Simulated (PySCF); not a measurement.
**RuF₃: relaxation and vibrations of the doublet**

Aim: relax RuF₃ as a doublet from a T-shaped start, check by its vibrations whether the end is a minimum, and collect its spectrum and constants.

Method: PBE0, basis Ru def2-TZVP with ECP28, F def2-TZVP, scalar-relativistic core potentials, no spin–orbit coupling, density fitting; program: PySCF 2.14.0.

### Step 1. The starting structure

4 atoms, charge 0, spin multiplicity 2.

Bond lengths: Ru1–F2 1.890 Å, Ru1–F3 1.890 Å, Ru1–F4 1.890 Å. Angles: F2–Ru1–F3 88.0°, F2–Ru1–F4 88.0°, F3–Ru1–F4 176.0°.

Z-matrix (Å, degrees; charge 0 multiplicity 2):
```
Ru
F  1 1.8900
F  1 1.8900 2 88.00
F  1 1.8900 2 88.00 3 180.00
```

### Step 2. The SCF at the typed geometry

The steps below are one call of a driver around PySCF. For each, scf.py gives the equivalent set-up of the SCF; relaxations use the driver's own optimiser. After this first run the driver tries any further starts and a stability analysis.

scf.py reads:

```python
from pyscf import gto, scf, dft
mol = gto.M(atom='''
Ru     0.000000     0.000000     0.000000
F      0.000000     0.000000     1.890000
F      1.888800     0.000000     0.066000
F     -1.888800     0.000000     0.066000''',
    basis={'Ru': 'def2-TZVP', 'F': 'def2-TZVP'},
    ecp={'Ru': 'def2-TZVP'},
    charge=0, spin=1)
mf = dft.UKS(mol, xc='PBE0')
mf.grids.atom_grid = (50, 194)
aux = {'Ru': 'def2-universal-JKFIT', 'F': 'def2-universal-JKFIT'}
mf = mf.density_fit(auxbasis=aux)
mf.conv_tol = 1e-08
mf.diis_space = 10
mf.max_cycle = 60
mf.init_guess = 'minao'
mf.verbose = 4
mf.kernel()
```

Command:

```console
OMP_NUM_THREADS=4 python axn.py task.json out
```

The runs that follow: T-shaped start, doublet: relaxation; Vibrations and properties at this point; Leaving the saddle point; Is it a minimum? Harmonic modes.

Before running it: what results should come out? Wanted: minimum; geometry; wavenumbers; dipole moment; highest occupied, lowest empty level; polar-tensor charge of Ru1; zero-point energy; atomisation energy; ⟨S²⟩.

As calculated:

| quantity | value |
| --- | --- |
| minimum | doublet, C2v |
| geometry | Ru–F 1.803 Å, Ru–F 1.823 Å (×2); F–Ru–F 94.6°, F–Ru–F 132.7° (×2) |
| wavenumbers (cm⁻¹) | 58 (b2), 96 (b1), 148 (a1), 624 (b2), 647 (a1), 719 (a1) |
| dipole moment | 1.39 D |
| highest occupied, lowest empty level (either spin) | -8.16, -4.81 eV |
| polar-tensor charge of Ru1 | +1.92 e |
| zero-point energy | 13.7 kJ/mol |
| entropy at 298.15 K | 329.2 J/(mol K) |
| atomisation energy (no zero-point energy) | 1139 kJ/mol |
| ⟨S²⟩ | 1.410 |

In words: The T-shaped start (C2v) ends in a minimum of C2v symmetry, after a stop at a saddle point 7.0 kJ/mol higher, from which it was pushed off along an imaginary mode. The determinant is spin-contaminated (⟨S²⟩ = 1.41 against 0.75), so it is no pure spin state. In the infrared the band at 719 cm⁻¹ (a1, stretch) leads. Most of the spin sits on Ru1 (Mulliken spin 0.88, against 1 for the whole molecule). The first SCF alone would have been 97 kJ/mol too high. Other starts or spin states, not run here, may lie lower. One determinant may miss the lowest occupation of an open d or f shell.
